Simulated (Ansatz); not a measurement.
H₇OSi₃, SMILES O[Si]([SiH3])[SiH3]: vertical spin-state energies, run with Ansatz 0.2.0, Python API.

`spin_h7osi3.py`
```python
# -*- coding: utf-8 -*-
"""Gap between spin states of H7OSi3 at one geometry."""

import ansatz


def main():
    geometry_ang = [
        ("O", [1.8842, 0.8903, -0.8954]),
        ("Si", [0.6528, -0.2266, -0.7013]),
        ("Si", [0.6869, -1.1905, 1.3762]),
        ("Si", [-1.398, 0.658, -0.8784]),
        ("H", [1.7963, 1.4915, -1.7168]),
        ("H", [0.4839, -0.162, 2.4494]),
        ("H", [2.0635, -1.842, 1.6204]),
        ("H", [-0.2966, -2.2184, 1.4743]),
        ("H", [-1.7298, 1.6448, 0.252]),
        ("H", [-1.5904, 1.3428, -2.161]),
        ("H", [-2.4875, -0.4448, -0.7988]),
    ]
    mol = ansatz.Crystal.molecule()
    for symbol, xyz in geometry_ang:
        mol = mol.atom(symbol, xyz)

    calc = mol.calculation()
    calc = calc.basis(gaussian="def2-SVPD")
    calc = calc.functional("PBE0")
    found = {}
    for unpaired in [1, 3, 5]:
        summary = calc.spin("collinear", total=unpaired).run(threads=1, pin="off").report
        s = unpaired / 2
        found[unpaired] = summary["free_energy_ev"]
        print(f"2S+1 = {unpaired + 1}: E = {found[unpaired]:.5f} eV, <S^2> = {abs(summary['mean_field']['state']['spin_squared']):.3f} (pure state {s * (s + 1):.2f})")
    lowest = min(found, key=found.get)
    for unpaired, e in found.items():
        print(f"multiplicity {unpaired + 1}: {96.485332 * (e - found[lowest]):.1f} kJ/mol above the lowest")


if __name__ == "__main__":
    main()
```

Which spin state is lowest at this geometry, and how far above lie the others?

In order: multiplicity 2 (+0.00 eV), multiplicity 4 (+4.80 eV) and multiplicity 6 (+12.29 eV), all at the one geometry.

The output:

```console
$ python spin_h7osi3.py
2S+1 = 2: E = -25772.23663 eV, <S^2> = 0.754 (pure state 0.75)
2S+1 = 4: E = -25767.43434 eV, <S^2> = 3.755 (pure state 3.75)
2S+1 = 6: E = -25759.94409 eV, <S^2> = 8.759 (pure state 8.75)
multiplicity 2: 0.0 kJ/mol above the lowest
multiplicity 4: 463.4 kJ/mol above the lowest
multiplicity 6: 1186.0 kJ/mol above the lowest
```

What to keep in mind:
- The settings weren't tested for convergence.
- The geometry is a force-field or estimated start, not a minimum of this method, and the basis set is short of its limit. All parts are taken at fixed geometry, without zero-point energy.
- The species is open-shell (spin multiplicity 2).
- Wall time of the script: 95 s on 1 thread of Arm Neoverse V1 (shared host), peak memory 0.77 GiB.

(A comment or docstring line of the script was reworded after the run, the code is as it ran; lines on the test bed's own set-up are left out of the output.)
